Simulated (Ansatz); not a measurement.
# Al: the cost of one run

Computed with Ansatz 0.2.0 (DFT PBEsol, scalar-relativistic, plane waves, PAW, unless a step's input says otherwise).

### Step 1. The starting structure

The structure is cubic, space group Fm-3m (No. 225). The conventional cell has a = 4.050 Å, b = 4.050 Å, c = 4.050 Å, α = 90.00°, β = 90.00°, γ = 90.00°. Al (site symmetry m-3m) is surrounded by 12 Al at 2.86 Å.

Structure file:

```cif
data_structure
_symmetry_space_group_name_H-M 'P 1'
_symmetry_Int_Tables_number 1
_cell_length_a 2.8638
_cell_length_b 2.8638
_cell_length_c 2.8638
_cell_angle_alpha 60.000
_cell_angle_beta 60.000
_cell_angle_gamma 60.000
_cell_volume 16.61
loop_
_atom_site_label
_atom_site_type_symbol
_atom_site_fract_x
_atom_site_fract_y
_atom_site_fract_z
_atom_site_occupancy
Al1 Al 0.00000 0.00000 0.00000 1
```

### Step 2. Relaxing cell and atoms: Al, no spin

input.yaml reads:

```yaml
crystal:
  lattice:
    - [0.0, 2.025, 2.025]
    - [2.025, 0.0, 2.025]
    - [2.025, 2.025, 0.0]
  atoms:
    - { symbol: Al, position: [0.0, 0.0, 0.0] }
scf:
  occupations: { method: gaussian, width: 0.1 }
output:
  forces: true
  stress: true
  eigenvalues: true
  write_density: true
  write_potential: true
  elf: true
  volumetric_format: npy
hamiltonian:
  xc: pbesol
  pseudopotentials: { kind: paw, azcp: { folder: soft_1 } }
relax:
  f_tol: 0.003
  max_steps: 60
  cell: { stress_tol: 0.02 }
kpoints:
  mp_grid: { grid: [20, 20, 20] }
```

Launch:

```sh
$ ansatz run input.yaml --threads 8 --pin off --max-ram 16384MiB --backend cpu --events-out ev --progress --plain --runs-dir out
```

What time and memory should one allow on 8 threads of Intel Xeon Platinum 8259CL at 2.50GHz (Skylake/Cascade Lake), shared host?

About 6.9 s, with a peak of 0.4 GiB.
